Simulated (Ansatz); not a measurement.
# CH2Ga (doublet): from Hartree-Fock to the top rungs, cc-pVDZ

An exercise on one series of results from a longer session: the logs are not shown, and one member is left open.

Program: Ansatz 0.2.0, Gaussian basis. Level of theory: cc-pVDZ, core rule «outside noble gas», up to 15 orbitals frozen. These are calculated values, not measurements.

The runs, in order: UHF; CCSD(T) on ROHF; CCSD(T) on UHF; BCCD(T) on ROHF; CISD; CCSDT(Q) on ROHF; CCSDT(Q) on UHF; CCSDTQ on ROHF; CASSCF and MRCISD+Q, 9 electrons in 10 orbitals; CASSCF and NEVPT2, 9 electrons in 10 orbitals.

12 further runs of the same task are left out: 7 for a known fault of the program, 5 set aside as unsound or not needed.

### What is computed

The geometry is a PBE0/def2-TZVP stationary point (not a proven minimum) of the parent state, kept for this charge and spin. No spin-orbit coupling is included. The filled d shell of Ga may be among the frozen orbitals whatever the setting's name suggests; the logs give the count.

4 atoms, charge 0, spin multiplicity 2.

Atoms are counted from 1 here; the program's logs count them from 0.

Bond lengths: C1–Ga2 1.979 Å, C1–H3 1.085 Å, C1–H4 1.085 Å. Angles: Ga2–C1–H3 120.7°, Ga2–C1–H4 120.7°, H3–C1–H4 118.7°.

Set-up of the first run:

The input, in.yaml:

```yaml
crystal:
  periodic: [false, false, false]
  atoms:
    - {symbol: C, position_ang: [0.000000, 0.000000, 1.634303]}
    - {symbol: Ga, position_ang: [0.000000, 0.000000, -0.344779]}
    - {symbol: H, position_ang: [0.000000, 0.933392, 2.187576]}
    - {symbol: H, position_ang: [0.000000, -0.933392, 2.187576]}
basis:
  gaussian: {orbitals: cc-pVDZ}
magnetization: {spin_polarized: true, initial_magnetization: 1}
hamiltonian: {xc: hf}
output: {orbitals: {seedname: orbitals}}
```

Run with:

```bash
ansatz run in.yaml --threads 1 --pin off --events-out ev --progress --plain --max-ram 4096MiB --backend cpu
```

Steps of the session up to this table: UHF; CCSD(T) on ROHF; CCSD(T) on UHF; BCCD(T) on ROHF; CISD; CCSDT(Q) on ROHF; CCSDT(Q) on UHF; CCSDTQ on ROHF; CASSCF and MRCISD+Q, 9 electrons in 10 orbitals; CASSCF and NEVPT2, 9 electrons in 10 orbitals.

One of the session's tables, all rows but one given; the rest of the session is left out.

| method | from RCCSDTQ (meV) |
| --- | --- |
| ROHF | +5472.0 |
| UHF | +5377.1 |
| RMP2 | +1014.6 |
| UMP2 | +1020.0 |
| RCCSD | +159.3 |
| UCCSD | +157.0 |
| RCCSD(T) | +29.8 |
| UCCSD(T) | +29.3 |
| BCCD(T) | +29.3 |
| RCCSDT | +8.5 |
| UCCSDT | +7.7 |
| RCCSDT(Q) | +0.4 |
| UCCSDT(Q) | -0.5 |
| RCCSDTQ | 0 |
| CASSCF valence | ? |
| NEVPT2 valence | +751.3 |
| MRCISD valence | +156.2 |
| MRCISD+Q valence | +10.0 |

**Question.** Estimate the row for CASSCF valence.

The run gave: from RCCSDTQ (meV): +3036.3. In the column «from RCCSDTQ (meV)» it lies between UMP2 (+1020.0) and UHF (+5377.1).

Caveats from the session: Restricted and unrestricted rows rest on different reference determinants; where their highest levels disagree by more than a few hundredths of an eV, they describe different states and don't form one ladder.
